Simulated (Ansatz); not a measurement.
# CH₉NSi₃: a ladder of functionals and wavefunction methods

One table from this session's results is given with a row withheld; the runs are named, their logs left out.

Computed with Ansatz 0.2.0, Gaussian basis. Level: functionals in def2-TZVPP, the program's frozen cores in correlated methods.

The runs, in order: LDA (SPW92), PBE-D4, revPBE-D4, BLYP-D4, r2SCAN-D4, B97M-V, PBE0-D4, B3LYP-D4, r2SCANh-D4, r2SCAN0-D4, HSE06-D4, BHLYP-D4, CAM-B3LYP-D4, LC-ωPBE, ωB97X-V, ωB97M-V, B2PLYP, PBE-QIDH; CCSD(T)/def2-SVP; CCSD(T)/def2-TZVPP; MP2/def2-QZVPP; extrapolation to the limit; RPA on PBE.

## The geometry

The geometry comes from an earlier relaxation with PBE0-D4 in a triple-zeta def2 set; it is a stationary point, not always the lowest conformer.

SMILES `N[Si@@H]1C[Si@H]1[SiH3]`, 14 atoms, charge 0, spin multiplicity 1.

Atoms are counted from 1 here; the program's logs count them from 0.

Bond lengths: N1–Si2 1.716 Å, N1–H6 1.008 Å, N1–H7 1.009 Å, Si2–C3 1.864 Å, Si2–Si4 2.267 Å, Si2–H8 1.481 Å, C3–Si4 1.936 Å, C3–H9 1.090 Å, C3–H10 1.088 Å, Si4–Si5 2.322 Å, Si4–H11 1.489 Å, Si5–H12 1.489 Å, Si5–H13 1.490 Å, Si5–H14 1.488 Å. Angles: Si2–N1–H6 118.5°, Si2–N1–H7 118.8°, H6–N1–H7 110.3°, N1–Si2–C3 117.0°, N1–Si2–Si4 127.4°, N1–Si2–H8 110.1°, C3–Si2–Si4 54.9°, C3–Si2–H8 117.2°, Si4–Si2–H8 118.8°, Si2–C3–Si4 73.2°, Si2–C3–H9 117.8°, Si2–C3–H10 118.2°, Si4–C3–H9 114.5°, Si4–C3–H10 117.9°, H9–C3–H10 110.8°, Si2–Si4–C3 51.9°, Si2–Si4–Si5 123.9°, Si2–Si4–H11 119.6° and more.

Geometry (Å):

| atom | x (Å) | y (Å) | z (Å) |
| --- | --- | --- | --- |
| N1 | -1.59833 | 2.45942 | 0.39771 |
| Si2 | -0.95643 | 0.88254 | 0.61550 |
| C3 | 0.89687 | 0.73306 | 0.74371 |
| Si4 | 0.36122 | -0.27892 | -0.81741 |
| Si5 | 0.70762 | -2.57112 | -0.68895 |
| H6 | -1.03549 | 3.14557 | -0.08092 |
| H7 | -2.56779 | 2.55838 | 0.13758 |
| H8 | -1.76702 | 0.13623 | 1.60574 |
| H9 | 1.49373 | 1.61826 | 0.52617 |
| H10 | 1.31063 | 0.18529 | 1.58788 |
| H11 | 0.82689 | 0.36556 | -2.07581 |
| H12 | 0.25231 | -3.02992 | 0.65218 |
| H13 | 2.14140 | -2.94386 | -0.84632 |
| H14 | -0.07861 | -3.28959 | -1.72808 |

The first run:

in.yaml reads:

```yaml
crystal:
  periodic: [false, false, false]
  atoms:
    - {symbol: N, position_ang: [-1.598334, 2.459422, 0.397711]}
    - {symbol: Si, position_ang: [-0.956434, 0.882538, 0.615504]}
    - {symbol: C, position_ang: [0.896874, 0.733061, 0.743708]}
    - {symbol: Si, position_ang: [0.361221, -0.278925, -0.817407]}
    - {symbol: Si, position_ang: [0.707616, -2.571122, -0.688948]}
    - {symbol: H, position_ang: [-1.035492, 3.145574, -0.080917]}
    - {symbol: H, position_ang: [-2.567785, 2.558382, 0.137579]}
    - {symbol: H, position_ang: [-1.767015, 0.136229, 1.605736]}
    - {symbol: H, position_ang: [1.493726, 1.618256, 0.526171]}
    - {symbol: H, position_ang: [1.310629, 0.185294, 1.587884]}
    - {symbol: H, position_ang: [0.826893, 0.365556, -2.075808]}
    - {symbol: H, position_ang: [0.252306, -3.029924, 0.652184]}
    - {symbol: H, position_ang: [2.141404, -2.943855, -0.846317]}
    - {symbol: H, position_ang: [-0.078609, -3.289586, -1.728082]}
basis:
  gaussian: {orbitals: def2-TZVPP}
hamiltonian: {xc: lda}
output: {orbitals: {seedname: orbitals}}
```

Among the steps run: LDA; PBE-D4 (GGA); revPBE-D4 (GGA); BLYP-D4 (GGA); r2SCAN-D4 (meta-GGA); B97M-V (meta-GGA); PBE0-D4 (hybrid); B3LYP-D4 (hybrid); r2SCANh-D4 (hybrid); r2SCAN0-D4 (hybrid); HSE06-D4 (hybrid); BHLYP-D4 (hybrid); CAM-B3LYP-D4 (range-separated); LC-ωPBE (range-separated); ωB97X-V (range-separated); ωB97M-V (range-separated); B2PLYP (double hybrid); PBE-QIDH (double hybrid).

One table of the session follows, with a row left open; its other results are not shown here.

It belongs to the step «Frontier levels by functional». 

| functional | HOMO (eV) | gap (eV) |
| --- | --- | --- |
| LDA (SPW92) | -5.15 | 3.77 |
| PBE-D4 | -5.04 | 3.84 |
| revPBE-D4 | -5.00 | 3.88 |
| BLYP-D4 | -4.90 | 3.86 |
| r2SCAN-D4 | -5.24 | 4.29 |
| B97M-V | -5.32 | 4.22 |
| PBE0-D4 | -6.05 | 5.66 |
| B3LYP-D4 | -5.87 | 5.31 |
| r2SCANh-D4 | ? | ? |
| r2SCAN0-D4 | -6.18 | 5.92 |
| HSE06-D4 | -5.66 | 4.90 |
| BHLYP-D4 | -6.95 | 7.46 |
| CAM-B3LYP-D4 | -7.25 | 7.89 |
| LC-ωPBE | -8.49 | 10.20 |
| ωB97X-V | -8.19 | 9.79 |
| ωB97M-V | -8.01 | 9.32 |

**Question.** Estimate the row for r2SCANh-D4.

Worked estimate for «HOMO (eV)». Against the share of exact exchange, r2SCAN-D4 (0, -5.24), r2SCAN0-D4 (0.25, -6.18) give a slope of -3.76 per unit share; at 0.1 the line stands at -5.62.

As computed: HOMO (eV): -5.61; gap (eV): 4.94. In «HOMO (eV)» the line misses by -0.01.
